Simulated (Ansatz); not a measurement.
# OsRu: how the settings move a single-point run

Question: which choices in the input matter for OsRu?

Computed with Ansatz 0.2.0 (reference: DFT, PBEsol, all-electron PAW with datasets made for the crystal, scalar-relativistic, unless a step's input says otherwise).

1 further run of the same task is left out (it didn't finish).

### 1 Starting point

The structure is hexagonal, space group P-6m2 (No. 187). Conventional cell: a = 2.074 Å, b = 2.074 Å, c = 3.346 Å, α = 90.00°, β = 90.00°, γ = 120.00°. Around Ru (site symmetry -6m2) lie 6 Os at 2.06 Å and 6 Ru at 2.07 Å. Os (site symmetry -6m2) has 6 Ru at 2.06 Å and 6 Os at 2.07 Å as nearest neighbours.

Structure file:

```xyz
2
Lattice="2.0739 0.0000 0.0000 -1.0370 1.7961 0.0000 0.0000 0.0000 3.3458" Properties=species:S:1:pos:R:3 pbc="T T T"
Ru    0.0000    0.0000    0.0000
Os    0.0000    1.1974    1.6729
```

### 2 Reference

input.yaml

```yaml
crystal:
  lattice:
    - [2.0739400805, 0.0, 0.0]
    - [-1.0369700403, 1.7960847957, 0.0]
    - [0.0, 0.0, 3.3457577417]
  atoms:
    - { symbol: Ru, position: [0.0, 0.0, 0.0] }
    - { symbol: Os, position: [0.3333333333, 0.6666666667, 0.5] }
kpoints:
  mp_grid: { grid: [15, 15, 9] }
scf:
  occupations: { method: fermi_dirac, width: 0.05 }
hamiltonian:
  xc: pbesol
  pseudopotentials: { kind: all_electron, datasets: crystal }
output:
  forces: true
  stress: true
  eigenvalues: true
  efg: { contact_densities: true }
```

Command:

```
$ ansatz run input.yaml --threads 1 --pin off --max-ram 2048MiB --backend cpu --events-out ev --progress --plain --runs-dir out
```

### 3 Variant: lower_state_search full

Changes to input.yaml since step 2:

```diff
@@ -12,2 +12,3 @@
   occupations: { method: fermi_dirac, width: 0.05 }
+  lower_state_search: full
 hamiltonian:
```

Q: Predict the outcome of this session. Wanted: for each run, ending; energy change; pressure; gap; force.

The runs gave:

```tsv
run	ending	energy change	pressure (GPa)	gap (eV)	force (eV/Å)	cycles	time
reference	converged	0	1691.3	0.00	0.00	9	88 s
1: lower_state_search full	converged	0.0 meV/atom	1691.3	0.00	0.00	9	4.7 min
```

Residual by cycle in the longest SCF loop of each run; runs are numbered as in the table. The quantity is the density residual dr2, in eV.

```tsv
cycle	reference	run 1
1	0.173	0.173
2	0.0635	0.0635
3	0.0703	0.0703
4	0.26	0.26
5	0.00136	0.00136
6	9.2e-5	9.2e-5
7	4.5e-6	4.5e-6
8	6.1e-8	6.1e-8
9	1.5e-9	1.5e-9
```

**Reading.** The changed input (search for lower states) leaves the energy the same to the digits printed. Cost: 4.7 min against 88 s. The structure is not at rest: the sound run finds 1691 GPa, so these are no properties of the relaxed crystal. 
